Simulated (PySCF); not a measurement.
# CH5F3OSi2: the cost of one run

The runs use PySCF 2.14.0, with density-fitted response routines of our own; the level of theory stands in each step. All values are computed, except where a source is named. Atoms are numbered from 0 throughout.

### 1 The starting structure

12 atoms, charge 0, multiplicity 1; geometry from: GFN2-xTB. The atoms were then displaced at random by about 0.01 Å, so the start is not that level's minimum.

Bonds of the start (Å): F0–C1 1.33, C1–F2 1.36, C1–F3 1.37, C1–Si4 1.95, Si4–O5 1.60, O5–Si6 1.65, Si4–H7 1.46, Si4–H8 1.42, Si6–H9 1.46, Si6–H10 1.44, Si6–H11 1.46.

### 2 Relaxing the molecule at PBE0-D3(BJ)/def2-SVP

Job settings and geometry (Å):

```
{"job": {"xc": "PBE0", "basis": "def2-SVP", "d3": "d3bj", "grid": 1, "shake": 0.01, "kind": "geom"}, "charge": 0, "multiplicity": 1}
F     -2.067350     0.534690    -0.939700
C     -1.795820     0.091000     0.286950
F     -2.972880    -0.363050     0.790890
F     -1.435310     1.186520     1.017170
Si    -0.370310    -1.240390     0.249390
O      0.954490    -0.418330    -0.110500
Si     1.991320     0.814080    -0.469730
H     -0.252590    -1.754960     1.607190
H     -0.698720    -2.145130    -0.800450
H      1.193800     1.859690    -1.103850
H      2.939320     0.181740    -1.354090
H      2.553740     1.225860     0.817710
```

Command:

```console
$ OMP_NUM_THREADS=1 python probes_run.py task.json out
```

One launch serves the whole session: the jobs run in the order shown.

Q: Estimate the wall time and peak memory of this first job on 1 thread of Arm Neoverse V2, shared host.

About 96 s, with a peak of 0.55 GiB.
